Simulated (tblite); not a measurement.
# CH10GeO2Si2: the cost of one run

Computed with tblite 0.8.0 and PySCF 2.14.0, with density-fitted response routines of our own, on a single molecule in the gas phase. Atoms are numbered from 0 throughout.

## 1. The molecule as given

16 atoms, charge 0, multiplicity 1; geometry from: force field or distance geometry start.

Bonds of the start (Å): C0–O1 1.40, O1–Si2 1.74, Si2–Si3 2.22, Si3–O4 1.73, Si3–Ge5 2.30, C0–H6 1.11, C0–H7 1.12, C0–H8 1.11, Si2–H9 1.48, Si2–H10 1.47, Si3–H11 1.47, O4–H12 0.99, Ge5–H13 1.55, Ge5–H14 1.55, Ge5–H15 1.55.

## 2. Optimising the geometry with GFN2-xTB

What the job is given:

```
{"job": {"kind": "relax", "xc": "GFN2-xTB", "basis": "xTB"}, "charge": 0, "multiplicity": 1}
C     -2.801400     0.626500     0.320000
O     -2.042200    -0.170100    -0.539700
Si    -0.796700    -0.882800     0.444600
Si     1.216100    -0.674200    -0.477400
O      2.129600    -2.046900     0.057600
Ge     2.312900     1.203600     0.276000
H     -3.882500     0.493600     0.123800
H     -2.579200     0.300900     1.368600
H     -2.476400     1.686800     0.271900
H     -1.124700    -2.321300     0.532300
H     -0.841500    -0.342900     1.810200
H      1.151200    -0.646400    -1.942500
H      1.975000    -2.155400     1.027400
H      3.708300     0.800200     0.830600
H      1.500000     1.982200     1.343000
H      2.543900     2.155100    -0.923000
```

Command:

```sh
> OMP_NUM_THREADS=1 python probes_run.py task.json out
```

One launch serves the whole session: the jobs run in the order shown.

**Question.** How long does this first job take on 1 thread of Arm Neoverse N1, shared host, and how much memory does it need?

About 3 s, with a peak of 0.18 GiB.
